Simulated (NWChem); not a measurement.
# HF/LANL2DZ (core potential) run of SnH4 (SMILES [SnH4])

What is the vertical ionisation energy of SnH4 at HF/LANL2DZ (core potential)? 

The results are computed with NWChem 7.3.0.

2 further runs of the same task are left out: 1 that didn't finish, 1 set aside as unsound or not needed.

## 1. The structure to begin with

The species is SnH4 (5 atoms), meant as a singlet with charge 0. As SMILES, `[SnH4]`. The shape is that of a PBE0-D4/def2-TZVP optimisation.

Bond lengths: Sn1–H2 1.704 Å, Sn1–H3 1.704 Å, Sn1–H4 1.704 Å, Sn1–H5 1.704 Å. Angles: H2–Sn1–H3 109.5°, H2–Sn1–H4 109.5°, H2–Sn1–H5 109.5°, H3–Sn1–H4 109.5°, H3–Sn1–H5 109.5°, H4–Sn1–H5 109.5°.

## 2. A single-point energy at HF/LANL2DZ (core potential)

Contents of job.nw:

```
START job
TITLE "H4Sn hf"
memory stack 880 mb heap 220 mb global 1100 mb

GEOMETRY units angstrom noautosym nocenter noautoz
  Sn    0.000030    0.000010    0.000040
  H     0.823920   -0.853480    1.222940
  H    -1.563610    0.403420    0.543140
  H    -0.116810   -0.974610   -1.392490
  H     0.856470    1.424640   -0.373640
END

BASIS "ao basis" spherical bse
  * library LANL2DZ
END

ECP bse
  Sn library LANL2DZ
END

SCF
  thresh 1e-08
  maxiter 80
  noprint "final vectors analysis"
END

TASK scf
```

The run is started by

```console
$ nwchem job.nw > job.out
```

Log:

```text
[...]
  functions       =    16
[...]
  wavefunction    = RHF
[...]
         Total SCF energy =     -5.517313268341
      One-electron energy =    -19.191565446481
      Two-electron energy =      7.563444608811
 Nuclear repulsion energy =      6.110807569329
        Time for solution =      0.0s
[...]
```

Wall time 0.64 s (1 thread of Intel Xeon 6975P-C (Granite Rapids), shared host); peak memory 0.099 GiB.

## 3. The doublet cation at the same level

Contents of h4sn.nw:

```
start h4sn
memory 2200 mb
charge 1
geometry noautosym nocenter noautoz
  Sn       0.000030       0.000010       0.000040
  H        0.823920      -0.853480       1.222940
  H       -1.563610       0.403420       0.543140
  H       -0.116810      -0.974610      -1.392490
  H        0.856470       1.424640      -0.373640
end
basis spherical bse
  * library LANL2DZ
end
ecp bse
  Sn library LANL2DZ
end
scf
  doublet
  uhf
  thresh 1e-08
  maxiter 80
  noprint "final vectors analysis"
end
task scf
```

The run is started by

```console
$ nwchem h4sn.nw > h4sn.out
```

Log:

```text
[...]
  functions       =    16
[...]
  wavefunction    = UHF
[...]
         Total SCF energy =     -5.104930481102
      One electron energy =    -16.970142062419
      Two electron energy =      5.754404011989
 Nuclear repulsion energy =      6.110807569329
                       Sz =      0.5000
                 Sz(Sz+1) =      0.7500
                      S^2 =      0.7628
[...]
```

Run time: 0.95 s. Hardware: 1 thread of Intel Xeon 6975P-C (Granite Rapids), shared host; peak memory 0.1 GiB.

## 4. Results

Level: HF/LANL2DZ (core potential).

| quantity | value |
| --- | --- |
| singlet SnH4: total energy | -5.51731 Eh |
| singlet SnH4: dipole moment | 0.00 D |
| doublet cation: total energy | -5.10493 Eh |
| doublet cation: ⟨S²⟩ | 0.763 |
| vertical ionisation energy (to the doublet cation) | 11.222 eV |

The vertical ionisation energy comes to 11.22 eV (259 kcal/mol). Mulliken charges (singlet SnH4) run from -0.20 on H2 to +0.79 on Sn1; they depend strongly on the basis. Mulliken charges (doublet cation) run from -0.02 on H2 to +0.87 on Sn1; they depend strongly on the basis.
